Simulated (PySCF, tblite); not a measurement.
# C6H8O: geometry, infrared bands and NMR shifts

Aim: predict the infrared bands and NMR shifts of C6H8O (`C=CCC(=O)C=C`).

Computed with tblite 0.8.0 and PySCF 2.14.0, with density-fitted response routines of our own, on a single molecule in the gas phase. Atoms count from 0, in the outputs and in this text.

### 1 Starting geometry

15 atoms, charge 0, multiplicity 1; geometry from: force field or distance geometry start.

Bonds of the start (Å): C0–C1 1.33, C1–C2 1.50, C2–C3 1.51, C3–O4 1.24, C3–C5 1.49, C5–C6 1.34, C0–H7 1.09, C0–H8 1.09, C1–H9 1.10, C2–H10 1.10, C2–H11 1.10, C5–H12 1.09, C6–H13 1.09, C6–H14 1.09.

### 2 Optimising the geometry with GFN2-xTB

Job settings and geometry (Å):

```
{"job": {"kind": "relax", "xc": "GFN2-xTB", "basis": "xTB"}, "charge": 0, "multiplicity": 1}
C     -2.593300     0.119400     0.753900
C     -1.744900    -0.563200    -0.013200
C     -0.651600     0.048400    -0.837300
C      0.700900    -0.447400    -0.397700
O      1.034100    -1.634000    -0.511800
C      1.617600     0.543600     0.228000
C      2.858700     0.200300     0.607700
H     -2.573000     1.210400     0.818000
H     -3.354500    -0.397200     1.339000
H     -1.812200    -1.656300    -0.023300
H     -0.795700    -0.227200    -1.894000
H     -0.698600     1.142800    -0.793000
H      1.251900     1.556200     0.373800
H      3.232800    -0.817600     0.480600
H      3.523400     0.929900     1.066300
```

Started as:

```bash
$ OMP_NUM_THREADS=1 python probes_run.py task.json out
```

One launch serves the whole session: the jobs run in the order shown.

**Question.** This job is followed by: GFN2-xTB harmonic vibrations, gas phase; GIAO PBE0/pcSseg-1 NMR shielding, non-relativistic, gas phase. Predict these results of the whole session: strongest single infrared mode (GFN2-xTB); zero-point energy (GFN2-xTB); ¹³C shifts against TMS (PBE0/pcSseg-1); ¹H shifts against TMS (PBE0/pcSseg-1, means over atoms taken as alike); ¹⁷O shifts against H2O (PBE0/pcSseg-1); surface potential, 1st and 99th percentile.

The runs gave:

| quantity | value |
| --- | --- |
| strongest single infrared mode (GFN2-xTB) | 1745 cm⁻¹, 229 km/mol |
| zero-point energy (GFN2-xTB) | 75.2 kcal/mol |
| ¹³C shifts against TMS (PBE0/pcSseg-1) | 198.5, 142.2, 138.5, 137.8, 128.1, 56.6 ppm |
| ¹H shifts against TMS (PBE0/pcSseg-1, means over atoms taken as alike) | 6.92, 6.88, 6.06, 5.99, 5.70, 5.61, 3.17 ppm |
| ¹⁷O shifts against H2O (PBE0/pcSseg-1) | 633.5 ppm |
| surface potential, 1st and 99th percentile | -1.68 V and 1.02 V |

In words: The optimisation took 84 steps and gained 0.127 eV; among the close pairs (by a distance rule), C3–O4 changed most, from 1.238 to 1.208 Å. All 39 modes are real, so the xTB geometry is a minimum. The strongest single mode, at 1745 cm⁻¹, moves mainly C3 and O4. Unscaled tight-binding wavenumbers are off by several per cent, some by more. Its intensities can rank the bands wrongly. C3 (ketone carbonyl carbon) lies farthest downfield among carbon, at 198.5 ppm; low-lying n→π* states of the double bond to the heteroatom give a large paramagnetic term (-261 ppm). H12 (hydrogen on an α carbon of a C=C–C=O unit) lies farthest downfield among hydrogen, at 6.92 ppm; attached to an sp2 carbon and in the plane of the double bond. At PBE0/pcSseg-1: The widest tensor belongs to O4: span 1243 ppm, with a paramagnetic part of -697 ppm. At PBE0/pcSseg-1, counted by nearest atom on the grid, the HOMO lies on O4 48 %; C0, C2 about 10 % each, the LUMO on C3, C6 about 23 % each; O4 18 %.
